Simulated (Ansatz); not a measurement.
# SnGeO2: the cost of one run

Method: DFT PBE, scalar-relativistic, plane waves, PAW, in Ansatz 0.2.0.

## Step 1: Starting point

It takes space group P-6m2 (No. 187, hexagonal). Conventional cell: a = 3.667 Å, b = 3.667 Å, c = 6.657 Å, α = 90.00°, β = 90.00°, γ = 120.00°. Around Sn (site symmetry -6m2) lie 3 Ge at 2.12 Å. Ge (site symmetry -6m2) is surrounded by 3 Sn at 2.12 Å. O (site symmetry -6m2) has 3 O at 2.12 Å as nearest neighbours.

As a file:

```cif
data_structure
_symmetry_space_group_name_H-M 'P-6m2'
_symmetry_Int_Tables_number 187
_cell_length_a 3.6672
_cell_length_b 3.6672
_cell_length_c 6.6565
_cell_angle_alpha 90.000
_cell_angle_beta 90.000
_cell_angle_gamma 120.000
_cell_volume 77.53
loop_
_atom_site_label
_atom_site_type_symbol
_atom_site_symmetry_multiplicity
_atom_site_Wyckoff_symbol
_atom_site_fract_x
_atom_site_fract_y
_atom_site_fract_z
_atom_site_occupancy
Sn1 Sn 1 b 0.00000 0.00000 0.50000 1
Ge1 Ge 1 d 0.33333 0.66667 0.50000 1
O1 O 1 a 0.00000 0.00000 0.00000 1
O2 O 1 e 0.66667 0.33333 0.00000 1
```

Recipe of the guess: random cell by space group and Wyckoff sites (P-6m2, No. 187). The dimensions are guesses.

## Step 2: A first look at the guess

input.yaml reads:

```yaml
crystal:
  lattice:
    - [3.66722575, 0.0, 0.0]
    - [-1.83361287, 3.17591066, 0.0]
    - [0.0, 0.0, 6.65654302]
  atoms:
    - { symbol: Sn, position: [0.0, 0.0, 0.5] }
    - { symbol: Ge, position: [0.33333333, 0.66666667, 0.5] }
    - { symbol: O, position: [0.0, 0.0, 0.0] }
    - { symbol: O, position: [0.66666667, 0.33333333, 0.0] }
basis:
  ecutwfc: 420
kpoints:
  mp_grid: { grid: [6, 6, 4] }
hamiltonian:
  xc: pbe
scf:
  occupations: { method: gaussian, width: 0.1 }
  lower_state_search: "off"
output:
  forces: true
  stress: true
  eigenvalues: true
```

Run with:

```bash
$ ansatz run input.yaml --threads 1 --pin off --max-ram 2560MiB --backend cpu --events-out ev --progress --plain --runs-dir out
```

Q: Estimate wall time and peak memory on 1 thread of Intel Xeon at 2.70GHz, shared host.

About 3.7 s, with a peak of 0.35 GiB.
